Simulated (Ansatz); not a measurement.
# C₃H₆B₂: how energies converge with the basis set

Aim: see how fast density functionals converge with the basis set for C₃H₆B₂.

Computed with Ansatz 0.2.0, Gaussian basis. Level: one geometry, several basis sets.

Levels to be run: PBE0-D4/def2-SVP; ωB97M-V/def2-SVP; PBE0-D4/def2-QZVPP; ωB97M-V/def2-QZVPP; the functionals' def2-TZVPP values are taken from earlier runs.

## Step 1: The geometry

An earlier PBE0-D4 in a triple-zeta def2 set relaxation fixed the geometry.

SMILES `CBC1=CB1`, 11 atoms, charge 0, spin multiplicity 1.

Atoms are counted from 1 here; the program's logs count them from 0.

Bond lengths: C1–B2 1.562 Å, C1–H6 1.095 Å, C1–H7 1.090 Å, C1–H8 1.097 Å, B2–C3 1.495 Å, B2–H9 1.201 Å, C3–C4 1.357 Å, C3–B5 1.508 Å, C4–B5 1.435 Å, C4–H10 1.081 Å, B5–H11 1.180 Å. Angles: B2–C1–H6 110.3°, B2–C1–H7 115.2°, B2–C1–H8 108.4°, H6–C1–H7 109.0°, H6–C1–H8 105.0°, H7–C1–H8 108.5°, C1–B2–C3 123.2°, C1–B2–H9 119.8°, C3–B2–H9 117.0°, B2–C3–C4 155.8°, B2–C3–B5 144.4°, C4–C3–B5 59.8°, C3–C4–B5 65.3°, C3–C4–H10 135.0°, B5–C4–H10 159.8°, C3–B5–C4 54.9°, C3–B5–H11 147.8°, C4–B5–H11 157.3°.

## Step 2: PBE0-D4 in def2-SVP

in.yaml reads:

```yaml
crystal:
  periodic: [false, false, false]
  atoms:
    - {symbol: C, position_ang: [-1.145860, 0.774359, 1.197894]}
    - {symbol: B, position_ang: [-0.356009, 0.809231, -0.148838]}
    - {symbol: C, position_ang: [0.459621, -0.339253, -0.648801]}
    - {symbol: C, position_ang: [0.692929, -1.483411, -1.341057]}
    - {symbol: B, position_ang: [1.825449, -0.976828, -0.619783]}
    - {symbol: H, position_ang: [-0.834440, 1.603693, 1.842203]}
    - {symbol: H, position_ang: [-1.068755, -0.158033, 1.757952]}
    - {symbol: H, position_ang: [-2.204829, 0.964620, 0.982342]}
    - {symbol: H, position_ang: [-0.338455, 1.815478, -0.803574]}
    - {symbol: H, position_ang: [0.099493, -2.126936, -1.975077]}
    - {symbol: H, position_ang: [2.936453, -0.940020, -0.222664]}
basis:
  gaussian: {orbitals: def2-SVP}
hamiltonian: {xc: pbe0, dispersion: d4}
output: {orbitals: {seedname: orbitals}}
```

Started as:

```
$ ansatz run in.yaml --threads 2 --pin off --events-out ev --progress --plain --max-ram 4352MiB
```

After this run come: ωB97M-V in def2-SVP; PBE0-D4 in def2-QZVPP; ωB97M-V in def2-QZVPP.

Before running them: what should the planned runs give, taken together? Wanted: PBE0-D4: double and triple zeta above quadruple; ωB97M-V: double and triple zeta above quadruple.

The runs gave:

| quantity | value |
| --- | --- |
| PBE0-D4: double and triple zeta above quadruple | 5.12, 0.26 eV |
| ωB97M-V: double and triple zeta above quadruple | 5.39, 0.24 eV |

What this shows: For PBE0-D4 the step from double to triple zeta gains 4.86 eV and the next only 0.26 eV. Total energies overstate the basis error of differences, where much of it tends to cancel.
